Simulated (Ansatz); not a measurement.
# CH3ClMg: the cost of one run

Program: Ansatz 0.2.0, Gaussian basis. Level of theory: PBE0-D4/def2-TZVP structures, single points in def2-TZVPP, no counterpoise correction. These are calculated values, not measurements.

Levels: SPW92, PBE-D4, BLYP-D4, r2SCAN-D4, B97M-V, PBE0-D4, B3LYP-D4, r2SCAN0-D4, BHLYP-D4, CAM-B3LYP-D4, wB97X-V, wB97M-V, B2PLYP, PBE-QIDH, RPA on PBE, Hartree-Fock, MP2, CCSD, CCSD(T).

Correlated methods freeze the cores. The outer core shell of Li, Na, Mg and K is correlated. B3LYP uses VWN-RPA correlation. B2PLYP carries no dispersion term here.

94 further runs of the same task are left out: 94 set aside as unsound or not needed.

## Step 1: Where the work starts

The complex: 9 atoms, charge 0, spin multiplicity 1.

Atoms are counted from 1 here; the program's logs count them from 0.

Bond lengths: Mg1–O2 2.070 Å, Mg1–Cl3 2.249 Å, Mg1–C5 2.079 Å, O2–H4 0.959 Å, O2–H6 0.966 Å, C5–H7 1.096 Å, C5–H8 1.095 Å, C5–H9 1.095 Å. Angles: O2–Mg1–Cl3 89.3°, O2–Mg1–C5 117.2°, Cl3–Mg1–C5 153.4°, Mg1–O2–H4 139.9°, Mg1–O2–H6 108.7°, H4–O2–H6 110.3°, Mg1–C5–H7 112.4°, Mg1–C5–H8 111.8°, Mg1–C5–H9 111.8°, H7–C5–H8 106.9°, H7–C5–H9 106.9°, H8–C5–H9 106.6°.

Coordinates:

```xyz
9
CH5ClMgO
Mg   -0.1134   -0.6337   -0.3527
O     0.8224   -0.7730    1.4887
Cl    0.0941   -2.8596   -0.5978
H     1.2070   -0.2074    2.1612
C    -0.6863    1.2618   -0.9878
H     1.0790   -1.6918    1.6375
H    -0.4685    2.0353   -0.2432
H    -0.1740    1.5545   -1.9104
H    -1.7602    1.3139   -1.1955
```

Its parts: CH3ClMg holds atoms 1, 3, 5, 7, 8, 9; H2O holds atoms 2, 4, 6. Each part counts its atoms afresh in its own runs.

## Step 2: Relaxing CH3ClMg alone

Input file relax-a/in.yaml:

```yaml
crystal:
  periodic: [false, false, false]
  atoms:
    - {symbol: Mg, position_ang: [-0.113447, -0.633663, -0.352693]}
    - {symbol: Cl, position_ang: [0.094131, -2.859595, -0.597797]}
    - {symbol: C, position_ang: [-0.686314, 1.261784, -0.987803]}
    - {symbol: H, position_ang: [-0.468516, 2.035326, -0.243226]}
    - {symbol: H, position_ang: [-0.173965, 1.554488, -1.910364]}
    - {symbol: H, position_ang: [-1.760229, 1.313905, -1.195531]}
basis:
  gaussian: {orbitals: def2-TZVP}
hamiltonian: {xc: pbe0, dispersion: d4}
relax: {f_tol: 0.005, max_steps: 200}
```

The run is started by

```console
$ ansatz run in.yaml --threads 4 --pin off --events-out ev --progress --plain --max-ram 9574MiB
```

**Question.** How long does this run take on 4 threads of Arm Neoverse V1, shared host?

About 6.5 s.
